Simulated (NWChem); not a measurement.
# the pair SiHBr···BH2Br, step by step

We compute a single-point energy (singlet BSiH3Br2, revPBE-D3(0)/6-31G*), then a single-point energy (singlet SiHBr, revPBE-D3(0)/6-31G*), then a single-point energy (singlet BH2Br, revPBE-D3(0)/6-31G*), then a single-point energy (singlet SiHBr, revPBE-D3(0)/6-31G*), then a single-point energy (singlet BH2Br, revPBE-D3(0)/6-31G*) of BBr2H3Si and its partners. 

Program for the calculation: NWChem 7.3.0.

## 1. The structure to begin with

The species is BSiH3Br2 (7 atoms), meant as a singlet with charge 0. The two molecules were placed rigidly side by side, at 0.8 times their contact distance; the pair isn't optimised.

Bond lengths: Si1–Br2 2.245 Å, B4–Br5 1.891 Å, Si1–H3 1.527 Å, B4–H6 1.188 Å, B4–H7 1.188 Å. Angles: Br2–Si1–H3 94.0°, Br5–B4–H6 117.8°, Br5–B4–H7 117.8°, H6–B4–H7 124.3°.

## 2. A single-point energy at revPBE-D3(0)/6-31G(d) (spherical functions) (run 1)

Input file test.nw:

```
START test
TITLE "BBr2H3Si energy"
memory total 2200 mb
charge 0
GEOMETRY units angstrom noautosym nocenter noautoz
   Si      -0.621070       0.543530      -0.291670
   Br       1.344530       0.423130       0.785830
   H       -0.723470      -0.966670      -0.494170
   B       -0.556690       2.860680       2.222360
   Br       0.994360       3.879150       2.587290
   H       -1.091030       2.317660       3.134430
   H       -0.932580       2.806550       1.096360
END
BASIS "ao basis" spherical bse
   * library 6-31G*
END
DFT
   xc revpbe cpbe96
   disp vdw 3
   grid fine
   convergence energy 1e-08
   maxiter 100
   mulliken
   print low
END
TASK dft energy
```

Launch:

```
nwchem test.nw > test.out
```

The log of the run:

```text
[...]
 d= 0,ls=0.0,diis     1  -5463.2311280838 -5.94D+03  1.72D-02  5.70D-01     3.2
[...]
 d= 0,ls=0.0,diis    11  -5463.3099460280 -2.84D-09  2.57D-07  2.15D-10    24.6
         Total DFT energy =    -5463.309946027993
      One electron energy =    -8541.667813368542
           Coulomb energy =     2814.102533612389
    Exchange-Corr. energy =     -208.149562882238
 Nuclear repulsion energy =      472.413717418405
    Dispersion correction =       -0.008820808007
[...]
      Total Density - Mulliken Population Analysis
     ---------------------------------------------
    Atom       Charge   Shell Charges
 -----------   ------   -------------------------------------------------------
    1 Si  14    13.72   2.00  2.00  5.96  1.28  1.40  0.62  0.38  0.09
    2 Br  35    35.20   2.00  2.00  6.00  2.00  5.98  1.64  3.84  0.32  1.39  6.95  2.91  0.17
    3 H    1     1.08   0.51  0.57
    4 B    5     5.04   2.00  0.61  1.37  0.53  0.50  0.04
    5 Br  35    35.06   2.00  2.00  6.00  2.00  5.99  1.63  3.85  0.32  1.25  6.95  2.91  0.17
    6 H    1     0.96   0.52  0.44
    7 H    1     0.94   0.52  0.42
[...]
```

It took 25 s on 1 thread of Intel Xeon 6975P-C (Granite Rapids), shared host; peak memory 0.13 GiB.

## 3. SiHBr: the energy at revPBE-D3(0)/6-31G(d) (spherical functions) (run 2)

Input file work.nw:

```
start work
title "BrHSi"
memory total 2200 mb
charge 0

geometry units atomic noautosym nocenter noautoz
   Si -1.17365220  1.02712284 -0.55117642
   Br  2.54079347  0.79959982  1.48500348
   H  -1.36716016 -1.82674155 -0.93384596
end

basis spherical bse
   * library 6-31G*
end

dft
   xc revpbe cpbe96
   disp vdw 3
   grid fine
   convergence energy 1e-08
   iterations 100
   mulliken
   print low
end

task dft energy
```

Launch:

```
nwchem work.nw > work.out
```

The log of the run:

```text
[...]
 d= 0,ls=0.0,diis     1  -2863.5924246839 -2.99D+03  2.58D-02  2.69D-01     0.9
[...]
 d= 0,ls=0.0,diis    10  -2863.6302805446 -3.25D-10  2.91D-07  9.57D-11     5.4
         Total DFT energy =    -2863.630280544577
      One electron energy =    -4236.156732792285
           Coulomb energy =     1357.821420982829
    Exchange-Corr. energy =     -112.267485607111
 Nuclear repulsion energy =      126.973584238759
    Dispersion correction =       -0.001067366769
[...]
      Total Density - Mulliken Population Analysis
     ---------------------------------------------
    Atom       Charge   Shell Charges
 -----------   ------   -------------------------------------------------------
    1 Si  14    13.72   2.00  2.00  5.96  1.28  1.40  0.62  0.37  0.09
    2 Br  35    35.21   2.00  2.00  6.00  2.00  5.99  1.64  3.83  0.32  1.40  6.95  2.91  0.17
    3 H    1     1.08   0.51  0.57
[...]
```

Run time: 6 s. Hardware: 1 thread of Intel Xeon 6975P-C (Granite Rapids), shared host; peak memory 0.12 GiB.

## 4. BH2Br: a single-point energy at revPBE-D3(0)/6-31G(d) (spherical functions) (run 3)

Input file bbrh2.nw:

```
START bbrh2
memory stack 880 mb heap 220 mb global 1100 mb
charge 0

GEOMETRY units angstrom noautosym nocenter noautoz
 B     -0.556690     2.860680     2.222360
 Br     0.994360     3.879150     2.587290
 H     -1.091030     2.317660     3.134430
 H     -0.932580     2.806550     1.096360
END

BASIS "ao basis" spherical bse
 * library 6-31G*
END

DFT
 xc revpbe cpbe96
 disp vdw 3
 grid fine
 convergence energy 1e-08
 maxiter 100
 mulliken
 print low
END

TASK dft energy
```

Launch:

```
nwchem bbrh2.nw > bbrh2.out
```

The log of the run:

```text
[...]
 d= 0,ls=0.0,diis     1  -2599.6409695244 -2.67D+03  2.07D-02  2.86D-01     0.7
[...]
 d= 0,ls=0.0,diis    10  -2599.6803389287 -8.97D-10  1.49D-07  8.76D-11     4.7
         Total DFT energy =    -2599.680338928705
      One electron energy =    -3749.793455571739
           Coulomb energy =     1178.396445117414
    Exchange-Corr. energy =      -95.870869945732
 Nuclear repulsion energy =       67.589571049689
    Dispersion correction =       -0.002029578337
[...]
      Total Density - Mulliken Population Analysis
     ---------------------------------------------
    Atom       Charge   Shell Charges
 -----------   ------   -------------------------------------------------------
    1 B    5     5.01   2.00  0.61  1.36  0.51  0.48  0.04
    2 Br  35    35.07   2.00  2.00  6.00  2.00  5.99  1.63  3.85  0.32  1.26  6.95  2.91  0.17
    3 H    1     0.96   0.52  0.44
    4 H    1     0.96   0.52  0.44
[...]
```

It took 5.4 s on 1 thread of Intel Xeon 6975P-C (Granite Rapids), shared host; peak memory 0.12 GiB.

## 5. SiHBr among ghost functions: a single-point energy at revPBE-D3(0)/6-31G(d) (spherical functions, with ghost functions) (run 4)

Input file input.nw:

```
START input
TITLE "BrHSi"
memory 2200 mb
charge 0

GEOMETRY noautosym nocenter noautoz
  Si    -0.621070     0.543530    -0.291670
  Br     1.344530     0.423130     0.785830
  H     -0.723470    -0.966670    -0.494170
  bqB     -0.556690     2.860680     2.222360
  bqBr     0.994360     3.879150     2.587290
  bqH     -1.091030     2.317660     3.134430
  bqH     -0.932580     2.806550     1.096360
END

BASIS spherical bse
  Si library 6-31G*
  Br library 6-31G*
  H library 6-31G*
  bqB library B 6-31G*
  bqBr library Br 6-31G*
  bqH library H 6-31G*
END

DFT
  xc revpbe cpbe96
  mult 1
  disp vdw 3
  grid fine
  convergence energy 1e-08
  iterations 100
  mulliken
  print low
END

TASK dft energy
```

Launch:

```
nwchem input.nw > input.out
```

The log of the run:

```text
[...]
 d= 0,ls=0.0,diis     1  -2863.5926715274 -2.99D+03  1.31D-02  2.71D-01     2.8
[...]
 d= 0,ls=0.0,diis     8  -2863.6306081379  6.27D-09  7.21D-06  3.71D-07    16.6
         Total DFT energy =    -2863.630608137916
      One electron energy =    -4236.140577848042
           Coulomb energy =     1357.803637194464
    Exchange-Corr. energy =     -112.266193485841
 Nuclear repulsion energy =      126.973593368161
    Dispersion correction =       -0.001067366659
[...]
      Total Density - Mulliken Population Analysis
     ---------------------------------------------
    Atom       Charge   Shell Charges
 -----------   ------   -------------------------------------------------------
    1 Si  14    13.72   2.00  2.00  5.96  1.28  1.40  0.62  0.38  0.09
    2 Br  35    35.20   2.00  2.00  6.00  2.00  5.98  1.64  3.83  0.32  1.40  6.95  2.91  0.17
    3 H    1     1.08   0.51  0.57
    4 X    0     0.01  -0.00 -0.00 -0.00  0.01  0.01 -0.00
    5 X    0     0.00  -0.00 -0.00 -0.00 -0.00 -0.00 -0.00  0.00  0.00 -0.00 -0.00  0.00 -0.00
    6 X    0     0.00  -0.00  0.00
    7 X    0    -0.01   0.00 -0.01
[...]
```

Run time: 17 s. Hardware: 1 thread of Intel Xeon 6975P-C (Granite Rapids), shared host; peak memory 0.13 GiB.

## 6. BH2Br among ghost functions: a single-point energy at revPBE-D3(0)/6-31G(d) (spherical functions, with ghost functions) (run 5)

Input file job.nw:

```
start job
title "BBrH2"
memory total 2200 mb

geometry units angstrom noautosym nocenter noautoz
   B    -0.556690    2.860680    2.222360
   Br    0.994360    3.879150    2.587290
   H    -1.091030    2.317660    3.134430
   H    -0.932580    2.806550    1.096360
   bqSi    -0.621070     0.543530    -0.291670
   bqBr     1.344530     0.423130     0.785830
   bqH     -0.723470    -0.966670    -0.494170
end

basis spherical bse
   B library 6-31G*
   Br library 6-31G*
   H library 6-31G*
   bqSi library Si 6-31G*
   bqBr library Br 6-31G*
   bqH library H 6-31G*
end

dft
   xc revpbe cpbe96
   mult 1
   disp vdw 3
   grid fine
   convergence energy 1e-08
   maxiter 100
   mulliken
   noprint "final vectors analysis"
end

task dft energy
```

Launch:

```
nwchem job.nw > job.out
```

The log of the run:

```text
[...]
          Wavefunction type:  closed shell.
          No. of atoms     :     7
          No. of electrons :    42
[...]
          Charge           :     0
          Spin multiplicity:     1
[...]
          AO basis - number of functions:   102
[...]
              XC Information
              --------------
                        RevPBE Exchange Functional  1.000
            Perdew 1991 LDA Correlation Functional  1.000 local
           PerdewBurkeErnz. Correlation Functional  1.000 non-local
[...]
 d= 0,ls=0.0,diis     1  -2599.6412483680 -2.67D+03  1.02D-02  2.89D-01     2.6
[...]
 d= 0,ls=0.0,diis    10  -2599.6808147928 -9.12D-10  7.52D-08  9.41D-11    19.8
         Total DFT energy =    -2599.680814792786
      One electron energy =    -3749.762297816409
           Coulomb energy =     1178.362752689543
    Exchange-Corr. energy =      -95.868811137272
 Nuclear repulsion energy =       67.589571049689
    Dispersion correction =       -0.002029578337
[...]
      Total Density - Mulliken Population Analysis
     ---------------------------------------------
    Atom       Charge   Shell Charges
 -----------   ------   -------------------------------------------------------
    1 B    5     5.01   2.00  0.61  1.37  0.51  0.48  0.04
    2 Br  35    35.07   2.00  2.00  6.00  2.00  5.99  1.63  3.85  0.32  1.26  6.95  2.91  0.17
    3 H    1     0.96   0.52  0.44
    4 H    1     0.95   0.52  0.42
    5 X    0     0.01  -0.00 -0.00  0.00 -0.00 -0.00  0.01  0.01 -0.00
    6 X    0     0.00  -0.00 -0.00 -0.00 -0.00  0.00 -0.00 -0.00  0.00  0.00 -0.00  0.00 -0.00
    7 X    0     0.00  -0.00  0.00
[...]
```

It took 20 s on 1 thread of Intel Xeon 6975P-C (Granite Rapids), shared host; peak memory 0.13 GiB.

## 7. Summary of results

```
                                                                                                                  quantity           value
                                                                                  run 1, revPBE-D3(0)/6-31G*: total energy  -5463.30995 Eh
                                                                             run 1, revPBE-D3(0)/6-31G*: dispersion energy   -23.16 kJ/mol
                                                                                                       SiHBr: total energy  -2863.63028 Eh
                                                                                                  SiHBr: dispersion energy    -2.80 kJ/mol
                                                                                                       BH2Br: total energy  -2599.68034 Eh
                                                                                                  BH2Br: dispersion energy    -5.33 kJ/mol
                                                                                 SiHBr among ghost functions: total energy  -2863.63061 Eh
                                                                            SiHBr among ghost functions: dispersion energy    -2.80 kJ/mol
                                                                                 BH2Br among ghost functions: total energy  -2599.68081 Eh
                                                                                BH2Br among ghost functions: dipole moment          0.44 D
                                                                            BH2Br among ghost functions: dispersion energy    -5.33 kJ/mol
              interaction energy of the rigid parts SiHBr and BH2Br (parts in their own basis; closest atoms 2.67 Å apart)        0.018 eV
interaction energy of the rigid parts SiHBr and BH2Br (parts in the whole basis, counterpoise; closest atoms 2.67 Å apart)        0.040 eV
```

What this shows: The interaction energy of the rigid parts SiHBr and BH2Br (parts in their own basis; closest atoms 2.67 Å apart) is 0.02 eV (1.8 kJ/mol). Without counterpoise this holds the superposition error of the basis. The interaction energy of the rigid parts SiHBr and BH2Br (parts in the whole basis, counterpoise; closest atoms 2.67 Å apart) is 0.04 eV (0.9 kcal/mol): the parts repel at this shape. The basis-set superposition error is 2.1 kJ/mol. Mulliken charges (BH2Br) run from -0.07 on Br2 to +0.04 on H3; they depend strongly on the basis.
